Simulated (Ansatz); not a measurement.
# TiO2: the cost of one run

Method: DFT PBE+U, PAW, plane waves, scalar-relativistic; U − J = 5.6 eV on Ti d, in Ansatz 0.2.0.

**1. The system as given**

Symmetry: I4_1/amd, No. 141, tetragonal system. Conventional cell: a = 3.785 Å, b = 3.785 Å, c = 9.514 Å, α = 90.00°, β = 90.00°, γ = 90.00°. Ti (site symmetry -4m2) has 6 O at 1.94 to 1.97 Å as nearest neighbours. Around O (site symmetry 2mm) lie 3 Ti at 1.94 to 1.97 Å.

Structure file:

```cif
data_structure
_symmetry_space_group_name_H-M 'I4_1/amd:1'
_symmetry_Int_Tables_number 141
_cell_length_a 3.7850
_cell_length_b 3.7850
_cell_length_c 9.5140
_cell_angle_alpha 90.000
_cell_angle_beta 90.000
_cell_angle_gamma 90.000
_cell_volume 136.30
loop_
_atom_site_label
_atom_site_type_symbol
_atom_site_symmetry_multiplicity
_atom_site_Wyckoff_symbol
_atom_site_fract_x
_atom_site_fract_y
_atom_site_fract_z
_atom_site_occupancy
Ti1 Ti 4 a 0.00000 0.00000 0.00000 1
O1 O 8 e 0.00000 0.00000 0.20660 1
```

Labels such as O6 number the atoms in the order of the input file.

The first starts: parallel moments, plain SCF; opposed moments +-, plain SCF; no spin polarisation; spin on, no moments given (the program may seed its own), plain SCF. Further starts follow from what these give.

“Plain SCF” means no search for lower states. 

The total moment includes the space between the atomic spheres.

**2. Parallel moments, plain SCF**

File input.yaml:

```yaml
crystal:
  lattice:
    - [-1.8925, 1.8925, 4.757]
    - [1.8925, -1.8925, 4.757]
    - [1.8925, 1.8925, -4.757]
  atoms:
    - { symbol: Ti, position: [0.0, 0.0, 0.0], spin: 1.0 }
    - { symbol: Ti, position: [0.75, 0.25, 0.5], spin: 1.0 }
    - { symbol: O, position: [0.2066, 0.2066, 0.0] }
    - { symbol: O, position: [0.9566, 0.4566, 0.5] }
    - { symbol: O, position: [0.5434, 0.0434, 0.5] }
    - { symbol: O, position: [0.7934, 0.7934, 0.0] }
magnetization:
  spin_polarized: true
hamiltonian:
  xc: pbe
  pseudopotentials: { kind: paw }
  hubbard: { sites: [{ species: Ti, l: d, u_eff: 5.6 }] }
basis:
  ecutwfc: 420
kpoints:
  mp_grid: { grid: [5, 5, 7] }
scf:
  occupations: { method: fermi_dirac, width: 0.05 }
  lower_state_search: "off"
output:
  forces: true
  stress: true
```

Q: Estimate wall time and peak memory on 2 threads of an x86-64 CPU, shared host.

About 4.6 s, with a peak of 0.61 GiB.
